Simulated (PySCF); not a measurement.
# How the numerical set-up moves the result for InB (triplet)

The method stays; parts of the set-up, such as the basis or the Hamiltonian, are changed.

Method: each script names its method and basis; program: PySCF 2.14.0.

3 further runs of the same task are left out: 1 for a known fault of the program, 2 that didn't finish.

**1. The starting structure**

InB (triplet): 2 atoms, charge 0, spin multiplicity 3.

Bond lengths: In1–B2 2.205 Å.

**2. The base run**

input.py reads:

```python
from pyscf import gto, scf
from pyscf.hessian import thermo

mol = gto.M(
    atom='In 0 0 0; B 0 0 2.205',
    basis='crenbl',
    ecp={'In': 'crenbl', 'B': 'crenbl'},
    charge=0,
    spin=2,
    verbose=4,
)
mf = scf.UHF(mol)
mf = mf.newton()
mf.kernel()
hess = mf.Hessian().kernel()
print('wavenumber (cm^-1) =', thermo.harmonic_analysis(mol, hess)['freq_wavenumber'].round(1))
mf.dip_moment()
print('orbital energies (hartree):', [e[max(0, n-3):n+3].round(4) for e, n in zip(mf.mo_energy, mol.nelec)])
```

Command:

```
$ python input.py
```

The log of this run is left out.

In short: E(SCF) = -59.209162 Eh, 5 macro-iterations, ⟨S²⟩ = 2.498, μ = 2.86 D, wavenumbers 500 cm⁻¹.

⟨S²⟩ = 2.50 against 2.00 for a pure state: the determinant is spin-contaminated. The bond length is a typed value, not an optimised one, so the wavenumber is not that of the minimum. The triplet is typed in the script; nothing here shows that it is the ground state.

**3. Def2-svp**

Edit 1 changes basis set: crenbl → def2-svp. The core potential changes with it: totals don't compare.

input.py reads:

```python
from pyscf import gto, scf
from pyscf.hessian import thermo

mol = gto.M(
    atom='In 0 0 0; B 0 0 2.205',
    basis='def2-svp',
    ecp={'In': 'def2-svp'},
    charge=0,
    spin=2,
    verbose=4,
)
mf = scf.UHF(mol)
mf = mf.newton()
mf.kernel()
hess = mf.Hessian().kernel()
print('wavenumber (cm^-1) =', thermo.harmonic_analysis(mol, hess)['freq_wavenumber'].round(1))
mf.dip_moment()
print('orbital energies (hartree):', [e[max(0, n-3):n+3].round(4) for e, n in zip(mf.mo_energy, mol.nelec)])
```

Command:

```
$ python input.py
```

**4. X2c-svpall (core potential off, X2C on)**

Edit 2 changes basis set: crenbl → x2c-svpall; core potential: on → off; spin-free X2C: off → on. The core potential changes with it: totals don't compare.

input.py, as its differences from that of step 2:

```diff
@@ -5,4 +5,3 @@
     atom='In 0 0 0; B 0 0 2.205',
-    basis='crenbl',
-    ecp={'In': 'crenbl', 'B': 'crenbl'},
+    basis='x2c-svpall',
     charge=0,
@@ -12,2 +11,3 @@
 mf = scf.UHF(mol)
+mf = mf.sfx2c1e()
 mf = mf.newton()
```

**5. Core potential off**

Edit 3 changes core potential: on → off. The core potential changes with it: totals don't compare.

input.py, as its differences from that of step 2:

```diff
@@ -6,3 +6,2 @@
     basis='crenbl',
-    ecp={'In': 'crenbl', 'B': 'crenbl'},
     charge=0,
```

What does the calculation give? Wanted: for each run, E(SCF); from base; gap, α spin; SCF dipole; after the SCF.

As calculated:

```
                                    run  E(SCF) (hartree)  from base (eV)   cycles  gap, α spin (eV)  SCF dipole (D)  functions          after the SCF
                                   base        -59.209162               0  5 macro              7.49            2.86         48  highest mode 500 cm⁻¹
                               def2-svp       -213.734553  not comparable  7 macro              7.70            2.72         40  highest mode 498 cm⁻¹
x2c-svpall (core potential off, X2C on)      -5902.260705  not comparable  5 macro              7.69            2.65         50  highest mode 499 cm⁻¹
       core potential off (poor choice)      -1201.567922  not comparable  8 macro              9.90            4.06         48                    n/a
```

The dearest run is “x2c-svpall (core potential off, X2C on)”, at 28 s against 4 s. Rows marked «poor choice» come from settings spoiled on purpose.
